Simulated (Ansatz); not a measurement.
This was printed by a script on the Ansatz DFT code, driven from Python, for a geometry optimisation of CH₈BNOSi, SMILES CB(N)[SiH2]O. What did the script look like? Level of theory: Hartree-Fock, def2-SVP basis, multiplicity 1.

```csv
atom,x (Å),y (Å),z (Å)
C,-1.6316,0.0545,-0.1295
B,-0.2219,-0.5212,-0.0910
N,-0.0343,-1.9850,-0.4406
Si,1.3672,0.6147,0.3996
O,0.7545,2.1925,0.7145
H,-1.9510,0.5096,0.8585
H,-1.6811,0.9269,-0.8784
H,-2.3725,-0.6643,-0.4432
H,0.6864,-2.0087,-1.1732
H,0.4572,-2.4286,0.4252
H,1.9250,0.0488,1.6246
H,2.2821,0.6370,-0.6851
H,0.4405,2.5892,-0.1666
```

```console
$ python opt.py
step   1  E = -13203.846263 eV  largest force component 3.2328 eV/A
step   2  E = -13204.376724 eV  largest force component 1.5623 eV/A
step   3  E = -13204.523404 eV  largest force component 1.1344 eV/A
step   4  E = -13204.683124 eV  largest force component 1.2333 eV/A
step   5  E = -13204.902480 eV  largest force component 1.5950 eV/A
step   6  E = -13205.119433 eV  largest force component 1.6268 eV/A
step   7  E = -13205.359630 eV  largest force component 1.4957 eV/A
step   8  E = -13205.565909 eV  largest force component 0.8974 eV/A
step   9  E = -13205.671252 eV  largest force component 0.5723 eV/A
step  10  E = -13205.681927 eV  largest force component 0.4409 eV/A
step  11  E = -13205.710203 eV  largest force component 0.2359 eV/A
step  12  E = -13205.722403 eV  largest force component 0.1043 eV/A
step  13  E = -13205.723407 eV  largest force component 0.0275 eV/A
step  14  E = -13205.723576 eV  largest force component 0.0147 eV/A
converged              True
free_energy_ev         -13205.723575659598
reference_energy_ev    -13205.723575659598
n_frozen               0
n_occupied             [24, 24]
n_virtual              [90, 90]
pair        before    after (A)
C0-B1        1.5232   1.5924
C0-H5        1.1337   1.0939
C0-H6        1.1508   1.0961
C0-H7        1.0789   1.0939
B1-N2        1.5166   1.3969
B1-Si3       2.0140   2.0551
N2-H8        1.0279   0.9991
N2-H9        1.0899   1.0007
Si3-O4       1.7216   1.6669
Si3-H10      1.4601   1.4838
Si3-H11      1.4192   1.4938
O4-H12       1.0160   0.9432
```

One script that gives this output:

`opt.py`
```python
"""Geometry optimisation of CH8BNOSi."""

import itertools

import ansatz as az
from ase.data import atomic_numbers, covalent_radii
import numpy as np


def main() -> None:
    geometry_ang = [
        ("C", (-1.6316, 0.0545, -0.1295)),
        ("B", (-0.2219, -0.5212, -0.091)),
        ("N", (-0.0343, -1.985, -0.4406)),
        ("Si", (1.3672, 0.6147, 0.3996)),
        ("O", (0.7545, 2.1925, 0.7145)),
        ("H", (-1.951, 0.5096, 0.8585)),
        ("H", (-1.6811, 0.9269, -0.8784)),
        ("H", (-2.3725, -0.6643, -0.4432)),
        ("H", (0.6864, -2.0087, -1.1732)),
        ("H", (0.4572, -2.4286, 0.4252)),
        ("H", (1.925, 0.0488, 1.6246)),
        ("H", (2.2821, 0.637, -0.6851)),
        ("H", (0.4405, 2.5892, -0.1666)),
    ]
    mol = az.Crystal.molecule()
    for symbol, xyz in geometry_ang:
        mol = mol.atom(symbol, xyz)

    setup = mol.calculation().basis(gaussian="def2-SVP").functional("hf")
    symbols = [site.symbol for site in mol.cartesian_sites]
    start = np.array([site.position_ang for site in mol.cartesian_sites], dtype=float)
    def progress(event):
        if event["event"] == "relax_step":
            row = event["data"]
            print(f"step {row['step']:3d}  E = {row['lagrangian_ev']:.6f} eV  largest force component {row['allowed_force_max_ev_ang']:.4f} eV/A")


    summary = setup.relax(force_tolerance=0.02).session().plan().execute(on_event=progress).report
    end = np.array(summary["positions_ang"])

    for key in ("converged", "free_energy_ev", "reference_energy_ev", "n_frozen", "n_occupied", "n_virtual"):
        print(f"{key:22s} {summary[key]}")

    # pairs closer than 1.2 times the sum of covalent radii, before or after
    radius = [covalent_radii[atomic_numbers[s]] for s in symbols]
    span = lambda where, i, j: np.linalg.norm(where[i] - where[j])
    bonded = [(i, j) for i, j in itertools.combinations(range(len(symbols)), 2) if min(span(start, i, j), span(end, i, j)) < 1.2 * (radius[i] + radius[j])]
    print("pair        before    after (A)")
    for i, j in bonded:
        print(f"{symbols[i]}{i}-{symbols[j]}{j}".ljust(10), f"{span(start, i, j):8.4f} {span(end, i, j):8.4f}")


if __name__ == "__main__":
    main()
```

What to keep in mind:
- The settings weren't tested for convergence.
- The end point is the stationary point reached from this start; no frequency run checks that it is a minimum, and the basis set is modest.
- Run time: 43 s on 1 thread of Arm Neoverse V2 (shared host), peak memory 0.31 GiB.

(Lines on the test bed's own set-up are left out of the output.)
